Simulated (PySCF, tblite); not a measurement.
# C5H4ClFN2O: dynamics, then NMR shifts on frames

Aim: move C5H4ClFN2O (`CC(=O)n1c(F)cnc1Cl`) away from its starting geometry and see how NMR shifts follow the geometry.

The runs use tblite 0.8.0 and PySCF 2.14.0, with density-fitted response routines of our own; the level of theory stands in each step. All values are computed, except where a source is named. Atoms count from 0, in the outputs and in this text.

## 1. The molecule as given

14 atoms, charge 0, multiplicity 1; geometry from: GFN2-xTB.

Bonds of the start (Å): C0–C1 1.50, C1–O2 1.20, C1–N3 1.42, N3–C4 1.39, C4–F5 1.33, C4–C6 1.35, C6–N7 1.37, N7–C8 1.29, C8–Cl9 1.68, C8–N3 1.39, C0–H10 1.09, C0–H11 1.09, C0–H12 1.09, C6–H13 1.07.

## 2. Dynamics with GFN2-xTB

Job settings and geometry (Å):

```
{"job": {"kind": "md", "xc": "GFN2-xTB", "basis": "xTB", "temperature": 300, "steps": 2000, "every": 50, "frames": 5}, "charge": 0, "multiplicity": 1}
C     -1.952272    -0.792029     0.103703
C     -1.217853     0.473703    -0.208285
O     -1.738147     1.501028    -0.529150
N      0.196416     0.389084    -0.099205
C      1.006246    -0.684086     0.249160
F      0.506693    -1.878431     0.552128
C      2.297029    -0.280331     0.214457
N      2.339372     1.036921    -0.150215
C      1.115296     1.412580    -0.329045
Cl     0.669082     2.963824    -0.789002
H     -1.748657    -1.114216     1.122943
H     -3.016884    -0.607585    -0.011918
H     -1.647445    -1.590382    -0.570026
H      3.190446    -0.830553     0.422290
```

Method: GFN2-xTB Langevin dynamics, gas phase.

Run with:

```
$ OMP_NUM_THREADS=1 python probes_run.py task.json out
```

This one command runs all jobs of the session in turn.

What it wrote:

```text
t/fs     T/K      E/eV
    0.0   232.4   -869.32529
   25.0   242.4   -869.10425
   50.0   289.7   -869.02688
   75.0   227.2   -868.99687
  100.0   219.6   -869.04162
  125.0   199.6   -869.03017
  150.0   217.4   -869.06186
  175.0   234.9   -869.01298
  200.0   312.7   -869.06669
  225.0   289.7   -868.94875
  250.0   300.8   -868.84148
  275.0   422.7   -868.90106
  300.0   453.9   -868.92686
  325.0   379.9   -868.91898
  350.0   382.2   -868.81003
  375.0   330.8   -868.92219
  400.0   375.2   -869.05296
  425.0   355.6   -868.84653
  450.0   307.1   -868.79071
  475.0   304.9   -868.85653
  500.0   328.8   -868.73817
  525.0   377.3   -868.84067
  550.0   261.5   -868.84807
  575.0   214.7   -868.90539
  600.0   296.6   -868.71749
  625.0   365.8   -868.91463
  650.0   250.8   -868.78295
  675.0   292.4   -869.01063
  700.0   239.2   -868.74835
  725.0   258.8   -868.79240
  750.0   304.6   -868.77578
  775.0   193.6   -868.83445
  800.0   276.0   -868.76381
  825.0   263.8   -868.86430
  850.0   318.2   -868.87975
  875.0   215.3   -868.68718
  900.0   277.0   -868.89188
  925.0   311.1   -868.89147
  950.0   297.8   -868.77866
  975.0   332.7   -868.84798
 1000.0   309.1   -868.96055
```

Run time: 19 s. Hardware: 1 thread of INTEL XEON PLATINUM 8581C at 2.10GHz, shared host; peak memory 0.18 GiB.

Distance from the start (root mean square after alignment): 0 fs 0.00 Å, 200 fs 0.23 Å, 400 fs 0.20 Å, 600 fs 0.25 Å, 800 fs 0.37 Å, 1000 fs 0.97 Å.

Positions (Å) and forces (eV/Å) at 1000 fs:

```xyz
14

C    -1.830   -0.662    0.437    0.717   -0.041    0.828
C    -0.895    0.264   -0.222   -0.433    0.847   -0.301
O    -1.226    1.009   -1.106    1.156   -0.346    0.578
N     0.362    0.278    0.486    0.246   -0.248   -0.510
C     1.122   -0.817    0.860    1.161    0.968    0.688
F     0.802   -2.065    0.561   -0.145   -0.049   -0.152
C     2.231   -0.323    1.518   -0.851   -0.159    0.406
N     2.137    1.047    1.649   -0.477   -0.933   -0.478
C     1.048    1.343    1.023   -0.314    1.142   -0.767
Cl    0.428    2.901    0.691    0.235   -0.224    0.319
H    -2.795   -0.445    0.083   -1.254   -0.013   -0.317
H    -1.565   -1.684    0.309    0.096   -0.895   -0.386
H    -1.727   -0.483    1.501   -0.345    0.069    0.366
H     2.963   -0.850    2.091    0.206   -0.118   -0.275
```

## 3. Shielding tensors: 250 fs, PBE0/pcSseg-1

Job settings and geometry (Å):

```
{"job": {"kind": "nmr", "xc": "PBE0", "basis": "pcSseg-1", "pop": false}, "charge": 0, "multiplicity": 1}
C     -1.917300    -1.200500    -0.549100
C     -1.324900     0.073200    -0.196000
O     -1.913100     1.125000    -0.177500
N      0.047300     0.084500     0.216100
C      0.929100    -0.925900     0.297900
F      0.574400    -2.235200     0.327600
C      2.211000    -0.470600     0.345700
N      2.169900     0.868700     0.277700
C      0.904800     1.211200     0.248400
Cl     0.306400     2.803300    -0.033700
H     -1.638200    -2.063500     0.057400
H     -3.003700    -1.018000    -0.373900
H     -1.803300    -1.551400    -1.621500
H      3.094800    -1.172800     0.399600
```

Level: GIAO PBE0/pcSseg-1 NMR shielding, non-relativistic, gas phase.

What it wrote:

```text
coarse grid: 13832 points
cycle   1  E = -936.6269614983  dE =  2.180e+00  |g| = 1.064e+00  |ddm| = 3.685e+00
cycle   2  E = -935.6855263741  dE =  9.414e-01  |g| = 2.440e+00  |ddm| = 2.771e+00
cycle   3  E = -936.8514471549  dE = -1.166e+00  |g| = 2.017e-01  |ddm| = 2.114e+00
cycle   4  E = -936.8560416232  dE = -4.594e-03  |g| = 1.363e-01  |ddm| = 2.109e-01
cycle   5  E = -936.8593019295  dE = -3.260e-03  |g| = 3.552e-02  |ddm| = 1.033e-01
cycle   6  E = -936.8595595088  dE = -2.576e-04  |g| = 1.086e-02  |ddm| = 3.099e-02
cycle   7  E = -936.8595814511  dE = -2.194e-05  |g| = 3.504e-03  |ddm| = 9.861e-03
cycle   8  E = -936.8595838790  dE = -2.428e-06  |g| = 1.123e-03  |ddm| = 3.151e-03
final grid: 134072 points
cycle   9  E = -936.9310493367  dE = -2.828e-05  |g| = 1.291e-02  |ddm| = 3.090e-02
cycle  10  E = -936.9309565958  dE =  9.274e-05  |g| = 2.561e-02  |ddm| = 2.695e-02
cycle  11  E = -936.9310808217  dE = -1.242e-04  |g| = 2.029e-03  |ddm| = 1.871e-02
cycle  12  E = -936.9310815486  dE = -7.269e-07  |g| = 6.897e-04  |ddm| = 1.948e-03
cycle  13  E = -936.9310816374  dE = -8.879e-08  |g| = 2.144e-04  |ddm| = 7.331e-04
cycle  14  E = -936.9310816471  dE = -9.658e-09  |g| = 7.300e-05  |ddm| = 2.177e-04
cycle  15  E = -936.9310816480  dE = -9.654e-10  |g| = 2.605e-05  |ddm| = 6.701e-05
converged SCF energy = -936.9310816480

GIAO shielding tensors (ppm)
atom      isotropic    diamagn.    paramagn.     s11        s22        s33       span
  0 C      162.773     249.023     -86.250    145.882    152.193    190.243     44.362
  1 C       16.959     245.384    -228.425   -102.971     73.260     80.588    183.559
  2 O     -228.109     399.700    -627.809   -660.302   -335.857    311.833    972.135
  3 N       43.558     341.099    -297.542    -65.952     37.297    159.329    225.281
  4 C       30.167     250.911    -220.744    -35.333     53.439     72.395    107.728
  5 F      315.471     474.901    -159.430    249.377    316.285    380.751    131.375
  6 C       70.559     259.263    -188.704     14.509     70.562    126.606    112.097
  7 N      -39.556     330.899    -370.455   -262.333    -88.018    231.685    494.018
  8 C       49.287     251.325    -202.038    -26.000     67.884    105.978    131.978
  9 Cl     662.265    1145.880    -483.614    427.112    558.378   1001.306    574.194
 10 H       28.426      29.384      -0.958     23.036     29.605     32.637      9.601
 11 H       28.403      25.675       2.728     23.739     27.443     34.025     10.286
 12 H       27.881      26.478       1.403     24.631     25.614     33.397      8.766
 13 H       23.750      28.677      -4.926     20.634     23.778     26.838      6.203
```

Run time: 31 s. Hardware: 1 thread of INTEL XEON PLATINUM 8581C at 2.10GHz, shared host; peak memory 0.9 GiB.

Shifts follow as δ = σ(reference) − σ, with reference shieldings (ppm) from runs at the same level and on the same kind of geometry: 1H TMS 31.72, 13C TMS 186.9, 19F CFCl3 170.9, 15N NH3 267.7, 17O H2O 336.1, 35Cl HCl 950. The references are single molecules in the gas phase, so shifts against H2O, NH3, PH3, H3PO4 or CFCl3 are not on the usual liquid scales and can be off by tens of ppm. Each atom is listed at this fixed geometry, with no averaging over motion; a spectrum would average atoms that exchange fast.

| atoms | environment | σ (ppm) | δ (ppm) |
| --- | --- | --- | --- |
| C1 | amide carbonyl carbon | 17.0 | 170.0 |
| C4 | aromatic carbon bearing fluorine | 30.2 | 156.8 |
| C8 | aromatic carbon bearing chlorine | 49.3 | 137.6 |
| C6 | aromatic CH next to a ring nitrogen | 70.6 | 116.4 |
| C0 | methyl carbon α to a carbonyl | 162.8 | 24.2 |
| H13 | hydrogen on an aromatic CH next to a ring nitrogen | 23.75 | 7.97 |
| H12 | hydrogen on a methyl carbon α to a carbonyl | 27.88 | 3.84 |
| H11 | hydrogen on a methyl carbon α to a carbonyl | 28.40 | 3.31 |
| H10 | hydrogen on a methyl carbon α to a carbonyl | 28.43 | 3.29 |
| O2 | amide-type carbonyl oxygen | -228.1 | 564.2 |
| N7 | pyridine-type nitrogen of an azole | -39.6 | 307.3 |
| N3 | pyrrole-type ring nitrogen | 43.6 | 224.2 |
| F5 | aryl fluorine | 315.5 | -144.5 |
| Cl9 | chlorine bonded to C | 662 | 288 |

Ring of atoms N3, C4, C6, N7, C8: NICS(0) -12.7, NICS(1) -9.1, NICS(1)zz -21.4 ppm (means of both faces).

## 4. Nuclear shieldings: 425 fs, PBE0/pcSseg-1

Job settings and geometry (Å):

```
{"job": {"kind": "nmr", "xc": "PBE0", "basis": "pcSseg-1", "pop": false}, "charge": 0, "multiplicity": 1}
C     -1.542600    -1.427300    -0.675700
C     -1.111200    -0.038900    -0.477700
O     -1.685600     0.988700    -0.778900
N      0.243900     0.074200     0.043900
C      0.961600    -0.957000     0.664500
F      0.806300    -2.275400     0.514400
C      2.055900    -0.367400     1.217300
N      2.059100     0.970400     0.947200
C      0.964200     1.221300     0.353000
Cl     0.317600     2.706300    -0.127400
H     -1.146100    -2.117900     0.051900
H     -2.610000    -1.320100    -0.454600
H     -1.317200    -1.762000    -1.707200
H      2.870400    -0.780200     1.738700
```

With the program's defaults for keys left out, this is: GIAO PBE0/pcSseg-1 NMR shielding, non-relativistic, gas phase.

What it wrote:

```text
coarse grid: 13832 points
cycle   1  E = -936.6242105849  dE =  2.248e+00  |g| = 1.062e+00  |ddm| = 3.727e+00
cycle   2  E = -935.6566729270  dE =  9.675e-01  |g| = 2.462e+00  |ddm| = 2.790e+00
cycle   3  E = -936.8464150064  dE = -1.190e+00  |g| = 2.201e-01  |ddm| = 2.132e+00
cycle   4  E = -936.8527174051  dE = -6.302e-03  |g| = 1.353e-01  |ddm| = 2.204e-01
cycle   5  E = -936.8558869363  dE = -3.170e-03  |g| = 3.559e-02  |ddm| = 9.872e-02
cycle   6  E = -936.8561392652  dE = -2.523e-04  |g| = 1.166e-02  |ddm| = 3.225e-02
cycle   7  E = -936.8561649369  dE = -2.567e-05  |g| = 3.193e-03  |ddm| = 1.010e-02
cycle   8  E = -936.8561669652  dE = -2.028e-06  |g| = 9.661e-04  |ddm| = 2.780e-03
final grid: 134072 points
cycle   9  E = -936.9288719930  dE = -2.912e-05  |g| = 1.306e-02  |ddm| = 2.803e-02
cycle  10  E = -936.9287764272  dE =  9.557e-05  |g| = 2.600e-02  |ddm| = 2.686e-02
cycle  11  E = -936.9289039527  dE = -1.275e-04  |g| = 2.258e-03  |ddm| = 1.885e-02
cycle  12  E = -936.9289048572  dE = -9.045e-07  |g| = 7.003e-04  |ddm| = 2.014e-03
cycle  13  E = -936.9289049459  dE = -8.871e-08  |g| = 2.307e-04  |ddm| = 7.478e-04
cycle  14  E = -936.9289049573  dE = -1.148e-08  |g| = 7.084e-05  |ddm| = 2.375e-04
cycle  15  E = -936.9289049582  dE = -8.865e-10  |g| = 2.211e-05  |ddm| = 5.946e-05
converged SCF energy = -936.9289049582

GIAO shielding tensors (ppm)
atom      isotropic    diamagn.    paramagn.     s11        s22        s33       span
  0 C      163.308     252.322     -89.014    148.203    153.167    188.553     40.350
  1 C       10.845     247.590    -236.745   -108.528     65.992     75.070    183.598
  2 O     -213.295     400.428    -613.722   -623.377   -336.658    320.151    943.528
  3 N       36.377     341.496    -305.119    -73.435     39.872    142.695    216.131
  4 C       28.817     249.744    -220.928    -41.643     54.624     73.468    115.110
  5 F      311.527     473.320    -161.793    271.236    286.131    377.213    105.977
  6 C       67.446     256.171    -188.725     11.634     59.043    131.660    120.026
  7 N      -17.940     332.434    -350.374   -217.798    -74.628    238.606    456.404
  8 C       54.447     251.380    -196.933    -21.605     78.994    105.952    127.557
  9 Cl     703.913    1146.232    -442.319    476.855    658.168    976.715    499.860
 10 H       28.409      30.717      -2.308     22.163     28.875     34.189     12.026
 11 H       29.159      26.841       2.318     24.830     28.100     34.548      9.718
 12 H       28.448      27.273       1.175     25.422     26.000     33.922      8.500
 13 H       25.341      31.246      -5.905     22.021     25.999     28.001      5.980
```

Run time: 32 s. Hardware: 1 thread of INTEL XEON PLATINUM 8581C at 2.10GHz, shared host; peak memory 0.88 GiB.

This run: δ C1 176.1, C4 158.1, C8 132.5, C6 119.5, H13 6.38, H10 3.31 ppm.

[end of part 1 of 2]
